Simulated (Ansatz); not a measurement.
**C2H6Se: small, medium and large basis sets**

Aim: see how fast density functionals converge with the basis set for C2H6Se.

The runs use Ansatz 0.2.0, Gaussian basis; one geometry, several basis sets.

Levels to be run: PBE0-D4/def2-SVP; ωB97M-V/def2-SVP; PBE0-D4/def2-QZVPP; ωB97M-V/def2-QZVPP; the functionals' def2-TZVPP values are taken from earlier runs.

### 1 The relaxed structure

An earlier PBE0-D4 in a triple-zeta def2 set relaxation fixed the geometry.

SMILES `CC[SeH]`, 9 atoms, charge 0, spin multiplicity 1.

Atoms are counted from 1 here; the program's logs count them from 0.

Bond lengths: C1–C2 1.512 Å, C1–H4 1.095 Å, C1–H5 1.091 Å, C1–H6 1.092 Å, C2–Se3 1.958 Å, C2–H7 1.092 Å, C2–H8 1.090 Å, Se3–H9 1.469 Å. Angles: C2–C1–H4 110.4°, C2–C1–H5 111.2°, C2–C1–H6 111.2°, H4–C1–H5 108.4°, H4–C1–H6 107.8°, H5–C1–H6 107.8°, C1–C2–Se3 114.0°, C1–C2–H7 111.4°, C1–C2–H8 112.1°, Se3–C2–H7 103.6°, Se3–C2–H8 107.8°, H7–C2–H8 107.4°, C2–Se3–H9 95.0°.

### 2 PBE0-D4 in def2-SVP

The input, in.yaml:

```yaml
crystal:
  periodic: [false, false, false]
  atoms:
    - {symbol: C, position_ang: [-0.462760, 0.619868, -0.594682]}
    - {symbol: C, position_ang: [0.220044, -0.651568, -0.143796]}
    - {symbol: Se, position_ang: [1.467305, -0.399485, 1.344151]}
    - {symbol: H, position_ang: [-1.112984, 0.419996, -1.452435]}
    - {symbol: H, position_ang: [0.266851, 1.377373, -0.885647]}
    - {symbol: H, position_ang: [-1.080685, 1.040494, 0.201574]}
    - {symbol: H, position_ang: [0.845245, -1.070725, -0.934655]}
    - {symbol: H, position_ang: [-0.495647, -1.419834, 0.148162]}
    - {symbol: H, position_ang: [0.441130, 0.037681, 2.300228]}
basis:
  gaussian: {orbitals: def2-SVP}
hamiltonian: {xc: pbe0, dispersion: d4}
output: {orbitals: {seedname: orbitals}}
```

Further steps of the session: ωB97M-V in def2-SVP; PBE0-D4 in def2-QZVPP; ωB97M-V in def2-QZVPP.

Before running them: what should the planned runs give, taken together? Wanted: PBE0-D4: double and triple zeta above quadruple; ωB97M-V: double and triple zeta above quadruple.

As calculated:

| quantity | value |
| --- | --- |
| PBE0-D4: double and triple zeta above quadruple | 11.91, 1.51 eV |
| ωB97M-V: double and triple zeta above quadruple | 12.02, 1.47 eV |

In words: For PBE0-D4 the step from double to triple zeta gains 10.40 eV and the next only 1.51 eV. Total energies overstate the basis error of differences, where much of it tends to cancel. The LUMO of ωB97M-V is positive and keeps falling with the basis (2.47 to 1.53 eV): an unbound level that the basis holds in place.
